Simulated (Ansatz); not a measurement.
# CH6F2O2Si2: one species, many methods

How much do the methods differ for CH6F2O2Si2? The plan is to run it at one geometry with functionals of several rungs and with coupled cluster. The yardstick is the atomisation energy at the CCSD(T) limit.

The runs use Ansatz 0.2.0, Gaussian basis; functionals in def2-TZVPP, the program's frozen cores in correlated methods.

Plan: PBE-D4, r2SCAN-D4, PBE0-D4, B3LYP-D4, ωB97X-V, ωB97M-V, B2PLYP; CCSD(T)/def2-TZVPP; MP2/def2-QZVPP; extrapolation to the limit.

**1. The relaxed structure**

All runs share one geometry, relaxed beforehand with PBE0-D4 in a triple-zeta def2 set.

SMILES `CO[SiH](F)O[SiH2]F`, 13 atoms, charge 0, spin multiplicity 1.

Atoms are counted from 1 here; the program's logs count them from 0.

Bond lengths: C1–O2 1.413 Å, C1–H8 1.090 Å, C1–H9 1.095 Å, C1–H10 1.094 Å, O2–Si3 1.615 Å, Si3–F4 1.582 Å, Si3–O5 1.623 Å, Si3–H11 1.471 Å, O5–Si6 1.621 Å, Si6–F7 1.596 Å, Si6–H12 1.476 Å, Si6–H13 1.477 Å. Angles: O2–C1–H8 107.9°, O2–C1–H9 111.4°, O2–C1–H10 111.1°, H8–C1–H9 108.5°, H8–C1–H10 108.8°, H9–C1–H10 109.0°, C1–O2–Si3 126.3°, O2–Si3–F4 105.8°, O2–Si3–O5 112.2°, O2–Si3–H11 113.1°, F4–Si3–O5 108.7°, F4–Si3–H11 108.9°, O5–Si3–H11 108.0°, Si3–O5–Si6 149.9°, O5–Si6–F7 108.6°, O5–Si6–H12 108.6°, O5–Si6–H13 110.9°, F7–Si6–H12 107.6° and more.

**2. PBE-D4 (GGA)**

The input, in.yaml:

```yaml
crystal:
  periodic: [false, false, false]
  atoms:
    - {symbol: C, position_ang: [0.209586, 2.059436, -0.155181]}
    - {symbol: O, position_ang: [-0.339074, 1.134301, -1.072144]}
    - {symbol: Si, position_ang: [-1.251244, -0.147521, -0.706087]}
    - {symbol: F, position_ang: [-1.537074, -0.880253, -2.079284]}
    - {symbol: O, position_ang: [-0.486941, -1.180684, 0.285363]}
    - {symbol: Si, position_ang: [0.875712, -1.916883, 0.764207]}
    - {symbol: F, position_ang: [1.919311, -0.803936, 1.233713]}
    - {symbol: H, position_ang: [0.678320, 2.860284, -0.727464]}
    - {symbol: H, position_ang: [-0.564967, 2.496284, 0.483848]}
    - {symbol: H, position_ang: [0.967113, 1.585879, 0.475461]}
    - {symbol: H, position_ang: [-2.533050, 0.215847, -0.083077]}
    - {symbol: H, position_ang: [0.567879, -2.762932, 1.933271]}
    - {symbol: H, position_ang: [1.494430, -2.659832, -0.352636]}
basis:
  gaussian: {orbitals: def2-TZVPP}
hamiltonian: {xc: pbe, dispersion: d4}
output: {forces: true, orbitals: {seedname: orbitals}}
```

Started as:

```console
> ansatz run in.yaml --threads 2 --pin off --events-out ev --progress --plain --max-ram 32768MiB --backend cuda --devices 0, --max-vram 18GiB
```

The runs that follow: r2SCAN-D4 (meta-GGA); PBE0-D4 (hybrid); B3LYP-D4 (hybrid); ωB97X-V (range-separated); ωB97M-V (range-separated); B2PLYP (double hybrid); CCSD(T) in def2-TZVPP; MP2 in def2-QZVPP.

Before running them: what should the planned runs give, taken together? Wanted: atomisation energy, CCSD(T)/CBS; farthest; mean size of error, hybrid; mean size of error, range-separated; gap, smallest and largest; T1 diagnostic; triples share of the correlation energy.

**Answer**, as computed:

```
                               quantity                                 value
        atomisation energy, CCSD(T)/CBS                             54.536 eV
    functionals within 0.273 eV (0.5 %)              PBE-D4, ωB97X-V, ωB97M-V
                               farthest                   PBE0-D4 (-1.026 eV)
             mean size of error, hybrid                              0.801 eV
    mean size of error, range-separated                              0.178 eV
              gap, smallest and largest  6.82 eV (PBE-D4), 13.85 eV (ωB97X-V)
                          T1 diagnostic                                0.0117
triples share of the correlation energy                                 3.1 %
```

PBE-D4 misses by -0.057 eV. Double hybrids carry the basis error of their MP2 part in triple zeta, and no dispersion term here, so their miss is partly the set-up's. The reference freezes the cores and leaves out relativity and excitations past (T), so misses under about 0.273 eV can't be ranked. Hartree-Fock recovers 74 % of the binding; the rest is correlation. The gap grows from 6.8 to 13.8 eV across the functionals, mostly with the share of exact exchange.
